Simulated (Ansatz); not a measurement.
Working through a breakdown of dispersion, smearing and cutoff terms of EuMoO3, space group Pm-3m

Computed with Ansatz 0.2.0, Python API.

Notebook, run cell by cell (the value of a cell's last expression is shown):

**Cell 1**
```python
import warnings

import ansatz as az
```

**Cell 2**
```python
warnings.simplefilter('ignore', az.DeckWarning)

structure = (
    az.Lattice.of([4.10022, 0.0, 0.0], [0.0, 4.10022, 0.0], [0.0, 0.0, 4.10022])
    .atom('Eu', [0.0, 0.0, 0.0])
    .atom('Mo', [0.5, 0.5, 0.5])
    .atom('O', [0.5, 0.5, 0.0])
    .atom('O', [0.5, 0.0, 0.5])
    .atom('O', [0.0, 0.5, 0.5])
    .moments(Eu=9.1)
)
```

**Cell 3**
```python
structure.resolved().sites[-1]
```
Output:
```text
Site(symbol='O', position=(0.0, 0.5, 0.5), moment=None, axis=None, held=None, saved=None)
```

**Cell 4**
```python
setup = (
    structure.calculation()
    .kpoints(6)
    .occupations('methfessel_paxton', width=0.1)
    .spin(az.SpinTreatment.COLLINEAR)
    .hubbard('Eu', 'f', u_eff=6.0)
    .scf(tolerance=1e-07)
)
with_term = setup.functional('pbesol', dispersion='d3bj').basis(340).cutoff_correction(490).run(threads=1, pin='off').report
without = setup.functional('pbesol').basis(340).run(threads=1, pin='off').report
finer = setup.functional('pbesol').basis(490).run(threads=1, pin='off').report
removed = az.free_energy_without(with_term, az.EnergyTerm.DISPERSION)
print(f'dispersion term            {with_term["components"]["e_disp"]:.5f} eV')
print(f'F less dispersion          {removed:.5f} eV, run without it {without["free_energy_ev"]:.5f} eV')
print(f'F less smearing term       {az.free_energy_without(without, az.EnergyTerm.SMEARING):.5f} eV')
print(f'estimated gain to 490 eV   {with_term["cutoff_correction"]["energy_ev"]:.5f} eV, found {finer["free_energy_ev"] - without["free_energy_ev"]:.5f} eV')
```
Output:
```text
dispersion term            -1.16892 eV
F less dispersion          -15247.85883 eV, run without it -15247.85883 eV
F less smearing term       -15247.85812 eV
estimated gain to 490 eV   -0.44029 eV, found -0.43785 eV
```

Caveats:
- Absolute energies stand on the zero of these potentials, so only differences at equal settings mean something. A total without «per atom» is that of the cell as typed.
- The cutoff lies under the one recommended for these potentials in some of the runs.
- Open f shells: with a Hubbard U, without spin-orbit coupling; the state reached hangs on the start and needn't be the lowest.
- Dispersion corrections can be off by several per cent in the lattices of metals, and by several GPa in the pressure at a fixed cell.
- The mesh is modest for a metal, so energies can be off by several to tens of meV an atom and pressures by half a GPa or more; differences at equal mesh fare better.
- The structure comes from a database of computed cells and needn't be a stable or known phase.
- The script silences the warnings on its input, which a real study should read.
- It ran for 4.3 min on 1 thread of Arm Neoverse V2, with other jobs on the host, peak memory 0.52 GiB.
